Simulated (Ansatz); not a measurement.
LaGa₂, space group P6/mmm, a charge-density difference against the sublattices

Computed with Ansatz's Python interface.

The cells in order, each with its output:

```python
import ansatz as az
import numpy as np
```

```python
vectors0 = np.array([
    [4.32, 0.0, 0.0],
    [-2.16, 3.74123, 0.0],
    [0.0, 0.0, 4.416],
])
sites = [
    ("La", [0.0, 0.0, 0.0]),
    ("Ga", [1 / 3, 2 / 3, 0.5]),
    ("Ga", [2 / 3, 1 / 3, 0.5]),
]
```

```python
def build(cell):
    crystal = az.Crystal(lattice=az.Lattice.of(cell))
    for symbol, position in sites:
        crystal = crystal.atom(symbol, position)
    return crystal
```

```python
# same cell, cutoff and mesh for the crystal and its parts
def solve(crystal):
    return (
        crystal.calculation()
        .functional("LDA")
        .occupations("Methfessel-Paxton", width=0.1)
        .basis(460, grid_basis="typed")
        .kpoints(8, 8, 7)
        .density()
        .run(threads=1)
    )
```

```python
whole = solve(build(vectors0))
difference = whole.density().channels[0].density_e_per_ang3.copy()
binding = whole.report["free_energy_ev"]
for element in ["La", "Ga"]:
    part = az.Crystal(lattice=az.Lattice.of(vectors0))
    for symbol, position in sites:
        if symbol == element:
            part = part.atom(symbol, position)
    alone = solve(part)
    difference -= alone.density().channels[0].density_e_per_ang3
    binding -= alone.report["free_energy_ev"]
    print(f"{element} sublattice: {alone.report['n_electrons']:g} electrons, {alone.report['n_iterations']} iterations")
```

    La sublattice: 11 electrons, 7 iterations
    Ga sublattice: 26 electrons, 6 iterations

```python
voxel = abs(np.linalg.det(vectors0)) / difference.size
print(f"energy of the crystal less its unpolarised sublattices: {binding / len(sites):.4f} eV/atom")
print(f"net charge of the difference {difference.sum() * voxel:.5f} e, charge rearranged {0.5 * np.abs(difference).sum() * voxel:.3f} e")
print(f"extremes {difference.min():.4f} and {difference.max():.4f} e/A^3")
for (symbol, position) in sites:
    index = tuple(int(round(p * n)) % n for p, n in zip(position, difference.shape))
    print(f"  change of the pseudo-density at the grid point nearest {symbol}: {difference[index]:+.4f} e/A^3")
profile = difference.mean(axis=(0, 1))
print("planar mean along the third vector:", np.round(profile[:: max(len(profile) // 12, 1)], 4))
```

    energy of the crystal less its unpolarised sublattices: -1.7362 eV/atom
    net charge of the difference -0.00000 e, charge rearranged 0.437 e
    extremes -0.0512 and 0.1042 e/A^3
      change of the pseudo-density at the grid point nearest La: -0.0497 e/A^3
      change of the pseudo-density at the grid point nearest Ga: +0.1042 e/A^3
      change of the pseudo-density at the grid point nearest Ga: +0.1042 e/A^3
    planar mean along the third vector: [-0.0123 -0.0082  0.0016  0.0114  0.0165  0.0128 -0.0024 -0.0166 -0.0179
     -0.0166 -0.0024  0.0128  0.0165  0.0114  0.0016 -0.0082]

Caveats:
- The mesh is modest for a metal, so energies can be off by several to tens of meV an atom and pressures by half a GPa or more; differences at equal mesh fare better.
- The fields are valence quantities on the plane-wave grid; their values near the nuclei depend on the potentials.
- The starting cell is as deposited in a crystallographic database; the results hold for this polymorph, which needn't be the stable one.
- Charge moved counts every rearrangement, bonding and polarisation too, and is no transfer between atoms; the bare sublattices are artificial references. Values near the nuclei depend on the potentials.
- The whole script took 6.6 s on 1 thread of Arm Neoverse V2, on a shared host, peak memory 0.43 GiB.
